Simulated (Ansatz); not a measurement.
Write a Python script for Ansatz 0.2.0, Python API that makes a projected density of states of CsK2IrF6, space group Fm-3m. Settings: r2SCAN, PAW, cutoff 639 eV, 4×4×4 k-points, Fermi-Dirac smearing of 0.02 eV.

```
K Cs Ir F
1.0
     0.00000    4.77940    4.77940
     4.77940    0.00000    4.77940
     4.77940    4.77940    0.00000
K Cs Ir F
2 1 1 6
Cartesian
  2.3897 2.3897 2.3897
  7.1691 7.1691 7.1691
  4.7794 4.7794 4.7794
  0.0000 0.0000 0.0000
  4.7794 4.7794 2.0339
  7.5249 4.7794 4.7794
  4.7794 4.7794 7.5249
  4.7794 2.0339 4.7794
  4.7794 7.5249 4.7794
  2.0339 4.7794 4.7794
```

Script `csk2irf6_pdos.py`:
```python
"""Which atoms and shells make the states of CsK2IrF6."""

import warnings

import ansatz
import numpy as np


def main() -> None:
    warnings.simplefilter("ignore", ansatz.DeckWarning)

    cell = (
        ansatz.Lattice.fcc(9.558802)
        .space_group(225)
        .atom("K", [0.25, 0.75, 0.75])
        .atom("Cs", [0.5, 0.0, 0.0])
        .atom("Ir", [0.0, 0.0, 0.0])
        .atom("F", [0.5, 0.0, 0.712782])
        .primitive()
    )

    job = (
        cell.calculation()
        .functional("r2scan")
        .basis(47 * ansatz.Ry, xc_grid=3)
        .kpoints(4, 4, 4, shift=0.5)
        .occupations("fermi_dirac", width=0.02)
        .scf(tolerance=1e-05, extra_bands=16)
        .density_of_states(projected=True, energy_step=0.1)
    )
    planned = job.session().plan(threads=1)
    facts = planned.describe()
    print("plan:", facts["n_bands"], "bands,", len(facts["kpoints_frac"]), "k-points, plane waves", facts["n_pw_range"], "grid", facts["fft_dense"])
    done = planned.execute()
    data = done.report

    dos = done.density_of_states()
    energy = np.asarray(dos.energies_ev) - dos.fermi_ev
    curves = {}
    for site in done.projected_density_of_states().sites:
        for shell in site.shells:
            weight = sum(np.sum(curve.g_bin_mean_per_ev, axis=0) for curve in shell.curves)
            name = f"{site.species} {shell.label}"
            curves[name] = curves.get(name, 0) + weight

    print("E-EF   " + " ".join(f"{name:>8s}" for name in curves))
    for e in np.arange(-10, 6 + 0.1, 0.5):
        print(f"{e:5.1f}  " + " ".join(f"{np.interp(e, energy, g):8.3f}" for g in curves.values()))


if __name__ == "__main__":
    main()
```

Output of `python csk2irf6_pdos.py`:
```text
plan: 59 bands, 10 k-points, plane waves [7970, 8031] grid [60, 60, 60]
E-EF       K 3S     K 4S     K 3P    Cs 5S    Cs 6S    Cs 5P    Ir 5S    Ir 6S    Ir 5P    Ir 5D     F 2S     F 2P
-10.0     0.000    0.000    0.000    0.000    0.000    0.000    0.000    0.000    0.000    0.000    0.000    0.000
 -9.5     0.000    0.115    0.011    0.000    0.004   15.820    0.001    0.032    0.010    0.343    0.032    4.154
 -9.0     0.000    0.000    0.000    0.000    0.000    0.000    0.000    0.000    0.000    0.000    0.000    0.000
 -8.5     0.000    0.000    0.000    0.000    0.000    0.000    0.000    0.000    0.000    0.000    0.000    0.000
 -8.0     0.000    0.000    0.000    0.000    0.000    0.000    0.000    0.000    0.000    0.000    0.000    0.000
 -7.5     0.000    0.011    0.001    0.011    0.027    0.648    0.003    0.181    0.003    0.897    0.110    4.258
 -7.0     0.001    0.192    0.028    0.002    0.004    0.281    0.000    0.032    0.004    6.290    0.012   23.557
 -6.5     0.000    0.081    0.003    0.009    0.001    0.815    0.001    0.027    0.054    0.197    0.068   11.659
 -6.0     0.000    0.000    0.000    0.000    0.000    0.044    0.000    0.000    0.001    0.002    0.001    0.340
 -5.5     0.000    0.051    0.004    0.002    0.009    0.949    0.000    0.008    0.015    0.016    0.011   17.466
 -5.0     0.000    0.000    0.000    0.000    0.000    0.000    0.000    0.000    0.000    0.000    0.000    0.000
 -4.5     0.000    0.000    0.000    0.000    0.000    0.000    0.000    0.000    0.000    0.000    0.000    0.000
 -4.0     0.000    0.000    0.000    0.000    0.000    0.000    0.000    0.000    0.000    0.000    0.000    0.000
 -3.5     0.000    0.000    0.000    0.000    0.000    0.000    0.000    0.000    0.000    0.000    0.000    0.000
 -3.0     0.000    0.000    0.000    0.000    0.000    0.000    0.000    0.000    0.000    0.000    0.000    0.000
 -2.5     0.000    0.000    0.000    0.000    0.000    0.000    0.000    0.000    0.000    0.000    0.000    0.000
 -2.0     0.000    0.000    0.000    0.000    0.000    0.000    0.000    0.000    0.000    0.000    0.000    0.000
 -1.5     0.001    0.156    0.001    0.001    0.004    0.014    0.000    0.000    0.000   23.781    0.001    6.209
 -1.0     0.000    0.000    0.000    0.000    0.000    0.000    0.000    0.000    0.000    0.000    0.000    0.000
 -0.5     0.000    0.000    0.000    0.000    0.000    0.000    0.000    0.000    0.000    0.000    0.000    0.000
  0.0     0.000    0.000    0.000    0.000    0.000    0.000    0.000    0.000    0.000    0.000    0.000    0.000
  0.5     0.000    0.000    0.000    0.000    0.000    0.000    0.000    0.000    0.000    0.000    0.000    0.000
  1.0     0.000    0.000    0.000    0.000    0.000    0.000    0.000    0.000    0.000    0.000    0.000    0.000
  1.5     0.003    0.191    0.001    0.009    0.108    0.001    0.001    0.011    0.000    0.084    0.040    0.034
  2.0     0.001    0.227    0.001    0.006    0.086    0.024    0.001    0.015    0.000    2.359    0.126    0.914
  2.5     0.002    0.745    0.005    0.011    0.188    0.016    0.001    0.062    0.001    0.119    0.076    0.111
  3.0     0.001    1.462    0.007    0.007    0.203    0.030    0.001    0.135    0.001    0.033    0.095    0.139
  3.5     0.004    3.648    0.013    0.004    0.125    0.034    0.000    0.119    0.001    0.020    0.079    0.270
  4.0     0.004    0.770    0.005    0.002    0.210    0.005    0.001    0.731    0.000    0.008    0.072    0.140
  4.5     0.005    0.133    0.013    0.010    1.587    0.002    0.001    0.199    0.001    0.071    0.048    0.215
  5.0     0.006    0.265    0.001    0.020    0.371    0.004    0.001    0.146    0.000    0.014    0.011    0.078
  5.5     0.001    0.229    0.000    0.002    0.041    0.001    0.000    0.064    0.000    0.007    0.004    0.050
  6.0     0.002    0.227    0.000    0.003    0.028    0.001    0.001    0.281    0.000    0.005    0.011    0.085
```

These settings explore the input space; cutoff and mesh may be short of convergence. Spin is left out of this run. Semilocal gaps usually lie well under measured ones. The empty d shell of the heavier alkali and alkaline-earth atoms, which makes much of a conduction band, may have no channel. The mesh has less symmetry than the crystal, which the program warned of. An opening on this mesh may only mean that it misses a point where bands touch. The crystal has a gap of about 2.73 eV on the mesh; bins of finite width blur the band edges. Spin-orbit coupling, which matters for elements this heavy, is left out. This cell is a computed structure, which may not be the phase found in nature. Curves are summed over the cell's atoms. Only shells that the potentials hold have channels, so projections don't add up to the total, least of all where a shell is missing (p of most metals); heights and places of peaks move with the mesh. The computed bands are complete only to about 7.0 eV above the Fermi level; beyond that the density of states is undercounted. The script silences the warnings on its input, which a real study should read. Hardware and time: 21 s on 1 thread of Intel(R) Xeon(R) Platinum 8259CL CPU @ 2.50GHz (Skylake/Cascade Lake), on a shared host, peak memory 1 GiB.

(Lines on the test bed's own set-up are left out of the output.)
